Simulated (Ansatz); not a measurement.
This script drives Ansatz's Python interface.

The script, `vcrelax.py`:
```python
"""Cell relaxation of CuF2."""

import json

import ansatz as az
from ase import Atoms
from ase.io import write
from ase.neighborlist import neighbor_list
import numpy as np

def edges_and_angles(cell):
    cell = np.asarray(cell)
    a, b, c = np.linalg.norm(cell, axis=1)
    cosines = cell[1] @ cell[2] / (b * c), cell[0] @ cell[2] / (a * c), cell[0] @ cell[1] / (a * b)
    return (a, b, c, *np.degrees(np.arccos(cosines)))

atoms = Atoms(
    ["Cu", "F", "F"],
    scaled_positions=[
        [0.0, 0.0, 0.0],
        [0.5, 0.0, 0.0],
        [0.0, 0.5, 0.0],
    ],
    cell=[
        [3.747011, 0.0, 0.0],
        [0.0, 3.747011, 0.0],
        [0.0, 0.0, 3.607305],
    ],
    pbc=True,
)
xtal = az.Crystal.from_ase(atoms)

# only the volume may change
model = (
    xtal.calculation()
    .functional("PBEsol")
    .basis(10 * az.Ha)
    .kpoints(density=4.3)  # sampling of the Brillouin zone
    .occupations("Fermi-Dirac", width=0.15)  # the run then minimises F = E - TS
    .scf(max_iterations=60, self_checks="high")
    .relax(force_tolerance=0.1, fix_cell=["shape"])  # relax until the tolerances are met
)
res = model.run(threads=1, events_out="cuf2.ndjson")
with open("cuf2.ndjson") as stream:
    events = [json.loads(line) for line in stream]
steps = [e["data"] for e in events if e["event"] == "relax_step"]
rep = res.report
print("step   energy (eV)     max comp. (eV/A)   P (GPa)  SCF")
for s in steps:
    print(f"{s['step']:4d} {s['lagrangian_ev']:15.5f} {s['allowed_force_max_ev_ang']:12.4f} {s['pressure_gpa']:10.3f} {s['n_scf']:5d}")

first, last = steps[0], steps[-1]
symbols = [site.symbol for site in res.lattice.sites]
print(f"energy gained {first['lagrangian_ev'] - last['lagrangian_ev']:.4f} eV in {len(steps) - 1} steps")
for label, vectors in (("before", first["cell_ang"]), ("after", res.lattice.cell_ang)):
    print(label, "a b c (A) {:.4f} {:.4f} {:.4f}  angles {:.2f} {:.2f} {:.2f}".format(*edges_and_angles(vectors)), f" V = {abs(np.linalg.det(vectors)):.3f} A^3")
print("final stress xx yy zz (GPa, compression positive):", np.round(np.diag(rep["stress_gpa"]), 3) + 0.0)

final = Atoms(symbols, positions=last["positions_ang"], cell=res.lattice.cell_ang, pbc=True)
i, j, d = neighbor_list("ijd", final, 4.5)
print("neighbours within 1.1 times the shortest distance of each atom (A)")
for atom in range(len(final)):
    near = [m for m in np.argsort(d) if i[m] == atom]
    shell = [m for m in near if d[m] < 1.1 * d[near[0]]]
    print(f"{symbols[atom]}{atom} ({len(shell)}):", ", ".join(f"{symbols[j[m]]} {d[m]:.3f}" for m in shell))

print("atom   start x y z (A)              end x y z (A)")
for symbol, a, b in zip(symbols, first["positions_ang"], last["positions_ang"]):
    print(f"{symbol:3s}", " ".join(f"{v:8.4f}" for v in a), "  ", " ".join(f"{v:8.4f}" for v in b))

relaxed = Atoms(symbols, positions=[site.position_ang for site in res.lattice.sites], cell=res.lattice.cell_ang, pbc=True)
write("relaxed.cif", relaxed, format="cif")

print("relaxed fractional positions")
for site in res.lattice.sites:
    print(f"  {site.symbol:2s}", " ".join(f"{v % 1:8.5f}" for v in np.round(site.position_frac, 5)))

print(f"free energy      {rep['free_energy_ev']:.5f} eV")
print(f"per atom         {rep['free_energy_ev'] / len(res.lattice.sites):.5f} eV")
print(f"SCF iterations   {rep['n_iterations']}  (converged: {rep['converged']})")
```

It is started by `python vcrelax.py`. Estimate its wall time and peak memory on 1 thread of Arm Neoverse V1, with other jobs on the host.

It took about 70 s, with a peak of 0.46 GiB, for 1 run of the engine.

```console
$ python vcrelax.py
DeckWarning: basis.ecutwfc = 272.11386245988 eV is below the records' recommended 420 eV, and the density's cutoff is lower with it unless basis.ecutrho_ratio is high enough to keep the records' density cutoff: compare with a run at a higher cutoff
step   energy (eV)     max comp. (eV/A)   P (GPa)  SCF
   1     -8184.04173       0.0000     -3.889     8
   2     -8184.54833       0.0000      5.338     7
   3     -8184.26411       0.0000      0.042     9
   4     -8184.05174       0.0000     -3.306     8
   5     -8184.23734       0.0000     -1.377     7
   6     -8184.36425       0.0000     -0.021     7
   7     -8184.08431       0.0000     -2.422     9
   8     -8184.31396       0.0000     -0.467     7
   9     -8184.37489       0.0000      0.068     6
  10     -8184.36718       0.0000      0.000     6
  11     -8184.08254       0.0000     -1.521     8
  12     -8184.26248       0.0000      0.053     7
  13     -8184.25708       0.0000      0.005     6
  14     -8184.07645       0.0000     -0.954     8
  15     -8184.18664       0.0000      0.020     6
  16     -8184.07905       0.0000     -0.595     9
  17     -8184.14618       0.0000      0.004     6
  18     -8184.06818       0.0000     -0.352     9
  19     -8184.10772       0.0000      0.001     5
  20     -8184.07498       0.0000     -0.251     7
  21     -8184.10307       0.0000      0.002     5
  22     -8184.07008       0.0000     -0.152     7
  23     -8184.08691       0.0000     -0.001     5
  24     -8184.06740       0.0000     -0.090     7
  25     -8184.07744       0.0000      0.000     5
  26     -8184.06894       0.0000     -0.078     7
  27     -8184.07760       0.0000     -0.000     5
  28     -8184.07348       0.0000     -0.055     7
  29     -8184.07957       0.0000      0.000     5
  30     -8184.07180       0.0000     -0.034     7
energy gained 0.0301 eV in 29 steps
before a b c (A) 3.7470 3.7470 3.6073  angles 90.00 90.00 90.00  V = 50.647 A^3
after a b c (A) 3.6809 3.6809 3.5437  angles 90.00 90.00 90.00  V = 48.014 A^3
final stress xx yy zz (GPa, compression positive): [-0.092 -0.092  0.082]
neighbours within 1.1 times the shortest distance of each atom (A)
Cu0 (4): F 1.840, F 1.840, F 1.840, F 1.840
F1 (2): Cu 1.840, Cu 1.840
F2 (2): Cu 1.840, Cu 1.840
atom   start x y z (A)              end x y z (A)
Cu    0.0000   0.0000   0.0000     -0.0000  -0.0000   0.0000
F     1.8735   0.0000   0.0000      1.8405   0.0000   0.0000
F     0.0000   1.8735   0.0000     -0.0000   1.8405   0.0000
relaxed fractional positions
  Cu  0.00000  0.00000  0.00000
  F   0.50000  0.00000  0.00000
  F   0.00000  0.50000  0.00000
free energy      -8184.07180 eV
per atom         -2728.02393 eV
SCF iterations   7  (converged: True)
```
(Warnings from the package without file and line.)

`relaxed.cif`, as written:
```cif
data_image0
_chemical_formula_structural       CuF2
_chemical_formula_sum              "Cu1 F2"
_cell_length_a       3.6809146517740983
_cell_length_b       3.6809146517740983
_cell_length_c       3.543673031095442
_cell_angle_alpha    90.0
_cell_angle_beta     90.0
_cell_angle_gamma    90.0

_space_group_name_H-M_alt    "P 1"
_space_group_IT_number       1

loop_
  _space_group_symop_operation_xyz
  'x, y, z'

loop_
  _atom_site_type_symbol
  _atom_site_label
  _atom_site_symmetry_multiplicity
  _atom_site_fract_x
  _atom_site_fract_y
  _atom_site_fract_z
  _atom_site_occupancy
  Cu  Cu1       1.0  0.0  0.0  0.0  1.0000
  F   F1        1.0  0.5  7.59155203516713e-46  0.0  1.0000
  F   F2        1.0  0.0  0.5  0.0  1.0000
```

Reading the output:
- The settings weren't tested for convergence.
- The cutoff lies under the one recommended for these potentials.
- The cell holds an odd number of electrons and is run without spin, so a magnetic state may lie lower.
- Forces vanish by symmetry, so the ions can't move, and the end may be a saddle.
- Under the recommended cutoff a pressure can be off by several GPa, even in sign.
- For a metal this k-point mesh is coarse: on a finer one energies can move by several to tens of meV an atom and pressures by half a GPa or more, differences at one mesh by less.
- Energies along a relaxation are free energies. Rows at an unchanged volume are solved on a plane-wave basis chosen afresh for that cell, so the energy can jump there; the script counts such rows among its steps.
- The smearing is wide enough that free energy and stress hold a thermal part of the electrons.
- The structure is layered, and without a dispersion term the spacing of the layers is poorly determined.
- Without a Hubbard U or exact exchange, semilocal functionals often make such 3d compounds metallic or too weakly gapped.
- This cell is a computed structure, which may not be the phase found in nature.

(A comment or docstring line of the script was reworded after the run, the code is as it ran.)
